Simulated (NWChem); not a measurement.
**doublet AlCl2F−: levels of theory compared**

Wanted: a comparison of 6 runs (UHF/3-21G, UB3LYP/def2-SVPD, UB3LYP/6-31G*, U-r2SCAN/def2-SVPD, UM06-2X/def2-SVPD, UPBE0/def2-SVPD) of doublet AlCl2F−. 

The calculation is run with NWChem 7.3.0.

42 further runs of the same task are left out: 42 set aside as unsound or not needed. Runs told in other sessions of the task aren't counted.

**1. The system as given**

AlCl2F− has 4 atoms, charge -1, and is taken as a doublet. SMILES of the parent species: `[F][Al]([Cl])[Cl]`. The shape is that of a PBE0-D4/def2-TZVP optimisation. That shape belongs to the parent species and isn't relaxed for this state.

Bond lengths: F1–Al2 1.633 Å, Al2–Cl3 2.065 Å, Al2–Cl4 2.065 Å. Angles: F1–Al2–Cl3 119.2°, F1–Al2–Cl4 119.2°, Cl3–Al2–Cl4 121.5°.

**2. The energy at UHF/3-21G (run 1)**

Contents of run.py:

```python
from ase import Atoms
from ase.calculators.nwchem import NWChem

system = Atoms('FAlClCl', positions=[
    [0.087420, 0.388220, 1.682350],
    [0.004800, 0.021530, 0.093600],
    [1.223040, -1.463690, -0.663450],
    [-1.315270, 1.053930, -1.112510],
])

calc = NWChem(
    label='work',
    theory='scf',
    memory='2200 mb',
    basis='3-21G',
    basispar='spherical bse',
    charge=-1,
    scf={'nopen': '1', 'uhf': None, 'thresh': '1e-08', 'maxiter': '80'},
    task='energy',
)
system.calc = calc

e = system.get_potential_energy()
print(f"E = {e:.6f} eV")
```

On the command line:

```console
$ export ASE_NWCHEM_COMMAND="nwchem PREFIX.nwi > PREFIX.nwo"
$ python run.py
```

What it wrote:

```text
E = -34130.301670 eV
```

The calculator wrote work.nwi:

```
title "work"

permanent_dir work

scratch_dir work

start work

geometry units angstrom nocenter noautosym noautoz
  F  8.7419999999999998e-02 3.8822000000000001e-01 1.6823500000000000e+00
  Al 4.7999999999999996e-03 2.1530000000000001e-02 9.3600000000000003e-02
  Cl 1.2230399999999999e+00 -1.4636899999999999e+00 -6.6344999999999998e-01
  Cl -1.3152699999999999e+00 1.0539300000000000e+00 -1.1125100000000001e+00
end

charge -1

memory 2200 mb

basis spherical bse noprint
   * library 3-21G
end

scf
  nopen 1
  uhf
  thresh 1e-08
  maxiter 80
end

task scf energy
```

work.nwo:

```text
Northwest Computational Chemistry Package (NWChem) 7.3.0
             --------------------------------------------------------

           Job information
           ---------------

    nwchem branch   = 7.3.0
    use scalapack   = T
    input           = work.nwi
    prefix          = work.
    data base       = work/work.db
    status          = startup
    nproc           =        1

           Memory information
           ------------------

    heap     =     72089594 doubles =      550.0 Mbytes
    stack    =     72089599 doubles =      550.0 Mbytes
    global   =    144179200 doubles =     1100.0 Mbytes (distinct from heap & stack)
    total    =    288358393 doubles =     2200.0 Mbytes
    verify   = yes
    hardfail = no

[... 123 lines left out ...]
 Convergence threshold     :          1.000E-08
[... 20 lines left out ...]
       Final UHF  results
[... 3 lines left out ...]
      One electron energy =  -2239.058375163209
[... 1 line left out ...]
 Nuclear repulsion energy =    244.295379445950
[... 51 lines left out ...]
          Final beta eigenvalues
[... 225 lines left out ...]
                     UHF Final Beta Molecular Orbital Analysis
[... 219 lines left out ...]
   Mulliken analysis of the spin density
   -------------------------------------

    Atom       Charge   Shell Charges
 -----------   ------   -------------------------------------------------------
    1 F    9     0.01   0.00  0.00  0.02 -0.00 -0.01
    2 Al  13     1.06   0.00  0.00  0.00  0.07  0.10  0.70  0.18
    3 Cl  17    -0.03   0.00  0.00  0.00  0.01  0.04 -0.06 -0.03
    4 Cl  17    -0.03   0.00  0.00  0.00  0.01  0.04 -0.06 -0.03

       Multipole analysis of the density wrt the origin
       ------------------------------------------------

     L   x y z        total         alpha         beta         nuclear
     -   - - -        -----         -----         ----         -------
     0   0 0 0     -1.000000    -29.000000    -28.000000     56.000000

     1   1 0 0      1.051579      1.834173      0.575609     -1.358203
[... 8 lines of this table left out ...]
     2   0 0 2    -43.119088   -120.315016   -116.034223    193.230151

 Task  times  cpu:        7.2s     wall:        7.2s
 Total times  cpu:        7.2s     wall:        7.2s
```

Run time: 8.4 s. Hardware: 1 thread of INTEL XEON PLATINUM 8581C at 2.30GHz (Emerald Rapids), shared host; peak memory 0.099 GiB.

**3. The energy at UB3LYP/def2-SVPD (run 2)**

Contents of sp.nw:

```
start sp
memory total 2200 mb
charge -1
geometry units angstrom noautosym nocenter noautoz
   F        0.087420       0.388220       1.682350
   Al       0.004800       0.021530       0.093600
   Cl       1.223040      -1.463690      -0.663450
   Cl      -1.315270       1.053930      -1.112510
end
basis "ao basis" spherical bse
   * library def2-SVPD
end
dft
   xc b3lyp
   mult 2
   grid fine
   convergence energy 1e-08
   iterations 100
   mulliken
   print low
end
task dft energy
```

On the command line:

```console
$ nwchem sp.nw > sp.out
```

What it wrote:

```text
[...]
 d= 0,ls=0.0,diis     1  -1262.3679083128 -1.51D+03  3.34D-01  2.49D-01     2.3
[...]
 d= 0,ls=0.0,diis    12  -1262.5221023957 -6.79D-10  5.13D-07  2.08D-11    23.8
[...]
         Total DFT energy =    -1262.522102395742
      One electron energy =    -2243.854819010186
           Coulomb energy =      822.967325421986
    Exchange-Corr. energy =      -85.929988253492
 Nuclear repulsion energy =      244.295379445950
[...]
      Total Density - Mulliken Population Analysis
     ---------------------------------------------
    Atom       Charge   Shell Charges
 -----------   ------   -------------------------------------------------------
    1 F    9     9.72   1.99  1.13  0.79  0.10  3.35  2.04  0.29  0.00  0.02
    2 Al  13    12.95   2.00  1.98  0.76 -0.08  1.35  5.92  0.71 -0.05  0.37 -0.01
    3 Cl  17    17.17   2.00  1.98  1.29  0.63 -0.26  5.93  2.17  3.14  0.24  0.01  0.02
    4 Cl  17    17.17   2.00  1.98  1.29  0.63 -0.26  5.93  2.17  3.14  0.24  0.01  0.02
[...]
      <S2> =      0.7512 (Exact =     0.7500)
[...]
```

Wall time 24 s (1 thread of INTEL XEON PLATINUM 8581C at 2.30GHz (Emerald Rapids), shared host); peak memory 0.12 GiB.

Runs 3 to 5 aren't shown in full; the table further down has their settings and results.

**4. A single-point energy at UPBE0/def2-SVPD (run 6)**

Contents of run.py:

```python
from ase import Atoms
from ase.calculators.nwchem import NWChem

mol = Atoms(['F', 'Al', 'Cl', 'Cl'], positions=[
    [0.087420, 0.388220, 1.682350],
    [0.004800, 0.021530, 0.093600],
    [1.223040, -1.463690, -0.663450],
    [-1.315270, 1.053930, -1.112510],
])

calc = NWChem(
    label='alcl2f',
    theory='dft',
    memory='2200 mb',
    basis='def2-SVPD',
    basispar='spherical bse',
    charge=-1,
    dft={'xc': 'pbe0', 'mult': '2', 'grid': 'fine', 'convergence': 'energy 1e-08', 'iterations': '100', 'mulliken': None},
    task='energy',
)
mol.calc = calc

e = mol.get_potential_energy()
print(f"E = {e:.6f} eV")
```

On the command line:

```console
$ export ASE_NWCHEM_COMMAND="nwchem PREFIX.nwi > PREFIX.nwo"
$ python run.py
```

What it wrote:

```text
E = -34339.718085 eV
```

The calculator wrote alcl2f.nwi:

```
title "alcl2f"

permanent_dir alcl2f

scratch_dir alcl2f

start alcl2f

geometry units angstrom nocenter noautosym noautoz
  F  8.7419999999999998e-02 3.8822000000000001e-01 1.6823500000000000e+00
  Al 4.7999999999999996e-03 2.1530000000000001e-02 9.3600000000000003e-02
  Cl 1.2230399999999999e+00 -1.4636899999999999e+00 -6.6344999999999998e-01
  Cl -1.3152699999999999e+00 1.0539300000000000e+00 -1.1125100000000001e+00
end

charge -1

memory 2200 mb

basis spherical bse noprint
   * library def2-SVPD
end

dft
  xc pbe0
  mult 2
  grid fine
  convergence energy 1e-08
  iterations 100
  mulliken
end

task dft energy
```

alcl2f.nwo:

```text
Northwest Computational Chemistry Package (NWChem) 7.3.0
             --------------------------------------------------------

           Job information
           ---------------

    nwchem branch   = 7.3.0
    use scalapack   = T
    input           = alcl2f.nwi
    prefix          = alcl2f.
    data base       = alcl2f/alcl2f.db
    status          = startup
    nproc           =        1

           Memory information
           ------------------

    heap     =     72089594 doubles =      550.0 Mbytes
    stack    =     72089599 doubles =      550.0 Mbytes
    global   =    144179200 doubles =     1100.0 Mbytes (distinct from heap & stack)
    total    =    288358393 doubles =     2200.0 Mbytes
    verify   = yes
    hardfail = no

[... 92 lines left out ...]
  convergence criterion.
[... 17 lines left out ...]
          Convergence on gradient requested:  5.00D-04
[... 25 lines left out ...]
          Convergence aids based upon iterative change in
[... 30 lines left out ...]
 1-e energy   =   -2271.454009
[... 51 lines left out ...]
         Total DFT energy =    -1261.961373610401
[... 2 lines left out ...]
    Exchange-Corr. energy =      -85.373718055292
[... 736 lines left out ...]
                     DFT Final Beta Molecular Orbital Analysis
[... 823 lines left out ...]
 center of mass
 --------------
 x =  -0.02339098 y =  -0.10388430 z =  -0.45020229

 moments of inertia (a.u.)
 ------------------
         794.152757498556         394.619609399459         -90.197885046911
         394.619609399459         782.170224788440         -13.930717172895
         -90.197885046911         -13.930717172895         818.537690800804

     Multipole analysis of the density
     ---------------------------------

     L   x y z        total         alpha         beta         nuclear
     -   - - -        -----         -----         ----         -------
     0   0 0 0     -1.000000    -29.000000    -28.000000     56.000000

     1   1 0 0      0.004204      0.682804      0.679602     -1.358203
[... 8 lines of this table left out ...]
     2   0 0 2    -44.154680   -122.438254   -114.946577    193.230151

 Task  times  cpu:       23.7s     wall:       23.7s
 Total times  cpu:       23.7s     wall:       23.7s
```

It took 25 s on 1 thread of INTEL XEON PLATINUM 8581C at 2.30GHz (Emerald Rapids), shared host; peak memory 0.12 GiB.

**5. Overview of the runs**

```
run                                level  iteration cap  module   energy (Eh)  HOMO energy (eV)  LUMO energy (eV)   ⟨S²⟩  wall time
  1                            UHF/3-21G             80     scf  -1254.265462              0.63              6.28  0.753      8.4 s
  2                     UB3LYP/def2-SVPD            100     dft  -1262.522102                 –                 –  0.751       24 s
  3  UB3LYP/6-31G* (Cartesian functions)            100     dft  -1262.867216              2.34              3.96  0.752       20 s
  4                   U-r2SCAN/def2-SVPD            100     dft  -1262.349497              1.69              2.60  0.753       29 s
  5                    UM06-2X/def2-SVPD            100     dft  -1262.401568              0.81              0.91  0.754       38 s
  6                      UPBE0/def2-SVPD            100     dft  -1261.961374              1.24              2.91  0.752       25 s
```

**6. Results**

| quantity | value |
| --- | --- |
| run 6: total energy | -1261.96137 Eh |
| run 6: HOMO energy (highest over α and β) | 1.24 eV |
| run 6: LUMO energy (lowest over α and β) | 2.91 eV |
| run 6: ⟨S²⟩ | 0.752 |

What this shows: Totals of different functionals can't be ranked against each other. In runs 1, 3, 4, 5, 6 the HOMO lies above zero, from self-interaction, a short basis or an electron that isn't bound. All runs together took 2.4 min, the longest 38 s.
